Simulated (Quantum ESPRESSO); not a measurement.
**HPbNO4 in Quantum ESPRESSO: the effect of functional**

The system is HPbNO4.

```
CELL_PARAMETERS angstrom
4.27531 -0.00040 0.00636
-2.08399 5.20775 -0.04907
-2.12377 -1.86574 4.91491
ATOMIC_POSITIONS crystal
H 0.99073 0.03330 0.90994
Pb 0.50274 0.81989 0.14287
N 0.00838 0.47408 0.50265
O 0.99816 0.92741 0.02877
O 0.19467 0.73435 0.60852
O 0.81673 0.35882 0.24556
O 0.01381 0.33121 0.65217
```

The cell was built by a generator and needn't be a form met in nature.

Alike in all runs:

```yaml
Program: Quantum ESPRESSO 7.5
Task: band structure
Potentials_or_basis: SG15 PBE 1.2
Cutoff: 1197 eV
Density_cutoff: 4789 eV
k_mesh: 5 × 4 × 4
Occupations: fermi-dirac, width 0.05 eV
Spin: no spin polarisation
```

Question: One run gave: gap on the mesh 2.93 eV; pressure -3.3 GPa; largest force 0.69 eV/Å. Which functional did it use?
A. PBEsol
B. LDA
C. PBE

Answer: B.

```csv
functional,gap on the mesh (eV),pressure (GPa),largest force (eV/Å)
LDA,2.93,-3.3,0.69
PBEsol,2.95,-1.7,0.29
PBE,2.93,0.2,0.11
```

Caveats: spin-orbit coupling is left out, which as a rule narrows the gap of such compounds by several tenths of an eV; the potentials were made for another functional, which shifts forces and pressure (some runs).

A k mesh can miss the band edges.

Not every run made on this cell is shown here.
